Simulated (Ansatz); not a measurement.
# Ge: the cost of one run

Program: Ansatz 0.2.0. Level of theory: DFT PBEsol, scalar-relativistic, plane waves, PAW. These are calculated values, not measurements.

## Step 1: The system as given

The structure is orthorhombic, space group Cmcm (No. 63). Conventional cell: a = 2.976 Å, b = 5.189 Å, c = 4.728 Å, α = 90.00°, β = 90.00°, γ = 90.00°. Ge (site symmetry m2m) is surrounded by 12 Ge at 2.92 to 2.99 Å.

Structure file:

```cif
data_structure
_symmetry_space_group_name_H-M 'Cmcm'
_symmetry_Int_Tables_number 63
_cell_length_a 2.9761
_cell_length_b 5.1894
_cell_length_c 4.7276
_cell_angle_alpha 90.000
_cell_angle_beta 90.000
_cell_angle_gamma 90.000
_cell_volume 73.01
loop_
_atom_site_label
_atom_site_type_symbol
_atom_site_symmetry_multiplicity
_atom_site_Wyckoff_symbol
_atom_site_fract_x
_atom_site_fract_y
_atom_site_fract_z
_atom_site_occupancy
Ge1 Ge 4 c 0.00000 0.33345 0.75000 1
```

It goes back to an entry of the Materials Project, which need not be the stable form.

No relaxation comes first: the listed cell is the starting point.

## Step 2: Zero of energy

Reference values: F = -8506.4487 eV; pressure 0.39 GPa; largest force 0.005 eV/Å; gap on the mesh none (metal). It was computed beforehand with the settings of the runs below.

## Step 3: The scan: energy and stress against strain

The cell is strained by ε times the Voigt pattern (0, 1, 0, 0, 0, 0) (xx, yy, zz, yz, xz, xy; engineering shear), with fractional coordinates fixed (clamped ions). The stress on the pattern is the sum of the stress components weighted by it, tension positive.

## Step 4: At ε = -0.0200

Contents of input.yaml:

```yaml
crystal:
  lattice:
    - [1.488052925, -2.5427958178, 0.0]
    - [1.488052925, 2.5427958178, 0.0]
    - [0.0, 0.0, 4.72759579]
  atoms:
    - { symbol: Ge, position: [0.66655337, 0.33344663, 0.25] }
    - { symbol: Ge, position: [0.33344663, 0.66655337, 0.75] }
basis:
  ecutwfc: 420
kpoints:
  mp_grid: { grid: [18, 18, 10] }
hamiltonian:
  xc: pbesol
scf:
  occupations: { method: gaussian, width: 0.15 }
output:
  forces: true
  stress: true
  eigenvalues: true
  write_density: true
  write_potential: true
  elf: true
  volumetric_format: npy
```

Command:

```sh
> ansatz run input.yaml --threads 1 --pin off --max-ram 2560MiB --backend cpu --events-out ev --progress --plain --runs-dir out
```

What time and memory should one allow on 1 thread of Intel Xeon at 2.70GHz, shared host?

About 16 s, with a peak of 0.55 GiB.
